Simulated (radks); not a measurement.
# Fractional charge and spin in the 3d shell of zinc

Aim: the energy as the spin-up occupation of 3d runs from 4 to 5 and the spin-down one from 4 to 5, against the two flat planes that join the four corners. Added charge counts from the emptiest corner (up 4, down 4).

Program: radks (a radial shooting solver on a logarithmic mesh, Libxc functionals) version 1. Level of theory: non-relativistic Kohn-Sham, PBE, spin-polarised, spherical densities, point nucleus. These are calculated values, not measurements, unless marked.

## (1) Starting point

```
element       : zinc (Z = 30)
configuration : [Ar] 4s2 3d(up 5, down 5)
```

A shell typed twice in an input gives spin up, then spin down.

## (2) 3d: up 5, down 5

The run's settings:

```text
Z 30
configuration [Ar] 4s2 3d5 3d5
relativity non-relativistic
functional pbe,pbe
spin polarised
nucleus point
```

## (3) 3d: up 5, down 4.5

The run's settings:

```text
Z 30
configuration [Ar] 4s2 3d5 3d4.5
relativity non-relativistic
functional pbe,pbe
spin polarised
nucleus point
```

## (4) 3d: up 5, down 4

The run's settings:

```text
Z 30
configuration [Ar] 4s2 3d5 3d4
relativity non-relativistic
functional pbe,pbe
spin polarised
nucleus point
```

## (5) 3d: up 4.5, down 4.5

The run's settings:

```text
Z 30
configuration [Ar] 4s2 3d4.5 3d4.5
relativity non-relativistic
functional pbe,pbe
spin polarised
nucleus point
```

## (6) 3d: up 4.5, down 4

The run's settings:

```text
Z 30
configuration [Ar] 4s2 3d4.5 3d4
relativity non-relativistic
functional pbe,pbe
spin polarised
nucleus point
```

## (7) 3d: up 4, down 4

The run's settings:

```text
Z 30
configuration [Ar] 4s2 3d4 3d4
relativity non-relativistic
functional pbe,pbe
spin polarised
nucleus point
```

**Question.** What will these runs give? Wanted: for each run, down \ up; 4; 4.5; 5.

As calculated:

```tsv
down \ up	4	4.5	5
4	0.000	-2.398	0.000
4.5	-2.398	0.285	-1.966
5	0.000	-1.966	0.000
```

The table gives the energy in eV minus the planes, whose edge runs along up + down = one added electron; mirror points follow by spin symmetry. With half an added electron in each spin it lies 0.29 eV above the planes. With half an electron added in spin up alone it lies 2.40 eV below them. The planes are only a guide here: the condition holds for ground states with one frontier orbital, and this shell is degenerate.
